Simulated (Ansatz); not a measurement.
# H₄NSeSi+ (SMILES N[SiH+][SeH]): one structure at several levels

One table from this session's results is given with a row withheld; the runs are named, their logs left out.

Computed with Ansatz 0.2.0, Gaussian basis. Level: single points in def2-TZVPP.

Cores are frozen in the correlated methods. Filled d shells of the heavier atoms are correlated.

**The starting structure**

SMILES `N[SiH+][SeH]`, 7 atoms, charge 1, spin multiplicity 1.

Atoms are counted from 1 here; the program's logs count them from 0.

Bond lengths: N1–Si2 1.686 Å, N1–H4 1.032 Å, N1–H5 0.983 Å, Si2–Se3 2.121 Å, Si2–H6 1.531 Å, Se3–H7 1.421 Å. Angles: Si2–N1–H4 124.6°, Si2–N1–H5 118.3°, H4–N1–H5 117.1°, N1–Si2–Se3 126.6°, N1–Si2–H6 109.9°, Se3–Si2–H6 123.2°, Si2–Se3–H7 98.0°.

Coordinates:

| atom | x (Å) | y (Å) | z (Å) |
| --- | --- | --- | --- |
| N1 | -1.14540 | 0.21890 | -0.10940 |
| Si2 | 0.49530 | 0.55890 | 0.07960 |
| Se3 | 2.06830 | -0.85450 | 0.24560 |
| H4 | -1.54920 | -0.73080 | -0.12950 |
| H5 | -1.76930 | 0.97310 | -0.20400 |
| H6 | 0.73180 | 2.06710 | -0.04140 |
| H7 | 1.29120 | -2.03450 | 0.09760 |

The first run:

The input, run/in.yaml:

```yaml
crystal:
  periodic: [false, false, false]
  atoms:
    - {symbol: N, position_ang: [-1.145400, 0.218900, -0.109400]}
    - {symbol: Si, position_ang: [0.495300, 0.558900, 0.079600]}
    - {symbol: Se, position_ang: [2.068300, -0.854500, 0.245600]}
    - {symbol: H, position_ang: [-1.549200, -0.730800, -0.129500]}
    - {symbol: H, position_ang: [-1.769300, 0.973100, -0.204000]}
    - {symbol: H, position_ang: [0.731800, 2.067100, -0.041400]}
    - {symbol: H, position_ang: [1.291200, -2.034500, 0.097600]}
basis:
  gaussian: {orbitals: def2-TZVPP}
total_charge: 1
correlation: {method: ccsd_t}
output: {forces: true}
```

No record of the launch command was kept for these runs.

Among the steps run: CCSD(T)/def2-TZVPP; PBE0-D4/def2-TZVPP; wB97M-V/def2-TZVPP; r2SCAN-D4/def2-TZVPP; PBE-D4/def2-TZVPP; B97M-V/def2-TZVPP; BLYP-D4/def2-TZVPP.

One of the session's tables, all rows but one given; the rest of the session is left out.

| method | RMS force component (eV/Å) | angle to CCSD(T) forces (°) |
| --- | --- | --- |
| CCSD(T) | 1.079 | reference |
| PBE0-D4 | ? | ? |
| wB97M-V | 1.097 | 3.1 |
| r2SCAN-D4 | 1.082 | 2.9 |
| PBE-D4 | 1.106 | 9.6 |
| B97M-V | 1.076 | 5.6 |
| BLYP-D4 | 1.138 | 9.7 |

Q: Estimate the row for PBE0-D4 from the others.

**Answer.** RMS force component (eV/Å): 1.098; angle to CCSD(T) forces (°): 4.1. In the column «RMS force component (eV/Å)» it lies between wB97M-V (1.097) and PBE-D4 (1.106).
